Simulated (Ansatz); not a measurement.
# GaC+ (quintet): from Hartree-Fock to the top rungs, cc-pVTZ

An exercise on one series of results from a longer session: the logs are not shown, and one member is left open.

Program: Ansatz 0.2.0, Gaussian basis. Level of theory: cc-pVTZ, core rule «outside noble gas», up to 15 orbitals frozen. These are calculated values, not measurements.

To be run: UHF; CCSD(T) on ROHF; CCSD(T) on UHF; BCCD(T) on ROHF; CISD; CCSDT(Q) on ROHF; CCSDT(Q) on UHF; CASSCF and MRCISD+Q, 6 electrons in 8 orbitals; CASSCF and NEVPT2, 6 electrons in 8 orbitals.

16 further runs of the same task are left out: 1 for a known fault of the program, 8 that didn't finish, 7 set aside as unsound or not needed.

### The system

The geometry is a PBE0/def2-TZVP stationary point (not a proven minimum) of the parent state, kept for this charge and spin. No spin-orbit coupling is included. The filled d shell of Ga may be among the frozen orbitals whatever the setting's name suggests; the logs give the count.

2 atoms, charge 1, spin multiplicity 5.

Atoms are counted from 1 here; the program's logs count them from 0.

Bond lengths: C1–Ga2 2.002 Å.

The first run:

The input, in.yaml:

```yaml
crystal:
  periodic: [false, false, false]
  atoms:
    - {symbol: C, position_ang: [0.000000, 0.000000, 0.000000]}
    - {symbol: Ga, position_ang: [0.000000, 0.000000, 2.001600]}
basis:
  gaussian: {orbitals: cc-pVTZ}
total_charge: 1
magnetization: {spin_polarized: true, initial_magnetization: 4}
hamiltonian: {xc: hf}
output: {orbitals: {seedname: orbitals}}
```

Started as:

```
> ansatz run in.yaml --threads 1 --pin off --events-out ev --progress --plain --max-ram 2393MiB
```

Steps of the session up to this table: UHF; CCSD(T) on ROHF; CCSD(T) on UHF; BCCD(T) on ROHF; CISD; CCSDT(Q) on ROHF; CCSDT(Q) on UHF; CASSCF and MRCISD+Q, 6 electrons in 8 orbitals; CASSCF and NEVPT2, 6 electrons in 8 orbitals.

One table of the session follows, with a row left open; its other results are not shown here.

| method | from RCCSDT(Q) (meV) |
| --- | --- |
| ROHF | +3226.7 |
| UHF | +3116.6 |
| RMP2 | +674.6 |
| UMP2 | +695.2 |
| RCCSD | +176.8 |
| UCCSD | +154.1 |
| RCCSD(T) | +40.1 |
| UCCSD(T) | ? |
| BCCD(T) | +38.7 |
| RCCSDT | +6.7 |
| UCCSDT | -12.7 |
| RCCSDT(Q) | 0 |
| UCCSDT(Q) | -20.4 |
| CASSCF valence | +1904.6 |
| NEVPT2 valence | +410.6 |
| MRCISD valence | +80.1 |
| MRCISD+Q valence | +21.4 |

Q: Estimate the row for UCCSD(T) from the others.

**Answer.** from RCCSDT(Q) (meV): +22.8. In the column «from RCCSDT(Q) (meV)» it lies between MRCISD+Q valence (+21.4) and BCCD(T) (+38.7).

Not comparable, so not listed: CISD (they don't share determinant, frozen orbitals or solution with the rows shown, or repeat one).

Limits of these values: Restricted and unrestricted rows rest on different reference determinants; where their highest levels disagree by more than a few hundredths of an eV, they describe different states and don't form one ladder.
